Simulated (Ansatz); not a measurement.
**C7H5ClO2: small, medium and large basis sets**

The task here is to estimate one member of a computed series from the others.

Computed with Ansatz 0.2.0, Gaussian basis. Level: one geometry, several basis sets.

Plan: PBE0-D4/def2-SVP; ωB97M-V/def2-SVP; PBE0-D4/def2-QZVPP; ωB97M-V/def2-QZVPP; the functionals' def2-TZVPP values are taken from earlier runs.

## Structure used throughout

All runs share one geometry, relaxed beforehand with PBE0-D4 in a triple-zeta def2 set.

SMILES `O=C(O)c1ccc(Cl)cc1`, 15 atoms, charge 0, spin multiplicity 1.

Atoms are counted from 1 here; the program's logs count them from 0.

Bond lengths: O1–C2 1.204 Å, C2–O3 1.345 Å, C2–C4 1.479 Å, O3–H11 0.967 Å, C4–C5 1.391 Å, C4–C10 1.391 Å, C5–C6 1.381 Å, C5–H12 1.083 Å, C6–C7 1.388 Å, C6–H13 1.082 Å, C7–Cl8 1.723 Å, C7–C9 1.387 Å, C9–C10 1.383 Å, C9–H14 1.082 Å, C10–H15 1.082 Å. Angles: O1–C2–O3 122.3°, O1–C2–C4 124.7°, O3–C2–C4 113.0°, C2–O3–H11 106.2°, C2–C4–C5 118.0°, C2–C4–C10 122.2°, C5–C4–C10 119.8°, C4–C5–C6 120.4°, C4–C5–H12 118.7°, C6–C5–H12 120.9°, C5–C6–C7 119.1°, C5–C6–H13 121.1°, C7–C6–H13 119.9°, C6–C7–Cl8 119.4°, C6–C7–C9 121.3°, Cl8–C7–C9 119.4°, C7–C9–C10 119.2°, C7–C9–H14 119.9° and more.

The first run:

in.yaml

```yaml
crystal:
  periodic: [false, false, false]
  atoms:
    - {symbol: O, position_ang: [2.972844, -0.251564, -0.284215]}
    - {symbol: C, position_ang: [1.909584, -0.699228, -0.627308]}
    - {symbol: O, position_ang: [1.807279, -1.733574, -1.480337]}
    - {symbol: C, position_ang: [0.597123, -0.191575, -0.173698]}
    - {symbol: C, position_ang: [0.582810, 0.880330, 0.713130]}
    - {symbol: C, position_ang: [-0.614832, 1.395158, 1.169637]}
    - {symbol: C, position_ang: [-1.803309, 0.828012, 0.731123]}
    - {symbol: Cl, position_ang: [-3.301963, 1.464128, 1.295614]}
    - {symbol: C, position_ang: [-1.808088, -0.240884, -0.152747]}
    - {symbol: C, position_ang: [-0.603284, -0.748652, -0.603609]}
    - {symbol: H, position_ang: [2.712428, -1.983603, -1.710328]}
    - {symbol: H, position_ang: [1.527281, 1.300483, 1.036343]}
    - {symbol: H, position_ang: [-0.637351, 2.228726, 1.859528]}
    - {symbol: H, position_ang: [-2.748406, -0.665364, -0.479685]}
    - {symbol: H, position_ang: [-0.592125, -1.582382, -1.293430]}
basis:
  gaussian: {orbitals: def2-SVP}
hamiltonian: {xc: pbe0, dispersion: d4}
output: {orbitals: {seedname: orbitals}}
```

The run is started by

```
> ansatz run in.yaml --threads 2 --pin off --events-out ev --progress --plain --max-ram 32768MiB --backend cpu
```

Among the steps run: PBE0-D4 in def2-SVP; ωB97M-V in def2-SVP; PBE0-D4 in def2-QZVPP; ωB97M-V in def2-QZVPP.

One table of the session follows, with a row left open; its other results are not shown here.

It belongs to the step «Functionals by basis». 

| functional | basis | HOMO (eV) | LUMO (eV) |
| --- | --- | --- | --- |
| PBE0-D4 | def2-SVP | -7.43 | -1.56 |
| PBE0-D4 | def2-TZVPP | -7.51 | -1.71 |
| PBE0-D4 | def2-QZVPP | -7.54 | -1.76 |
| ωB97M-V | def2-SVP | -9.41 | 0.53 |
| ωB97M-V | def2-TZVPP | -9.52 | 0.32 |
| ωB97M-V | def2-QZVPP | ? | ? |

Q: Estimate the row for ωB97M-V, def2-QZVPP from the others.

The run gave: HOMO (eV): -9.55; LUMO (eV): 0.24. In the column «HOMO (eV)» it is the lowest.
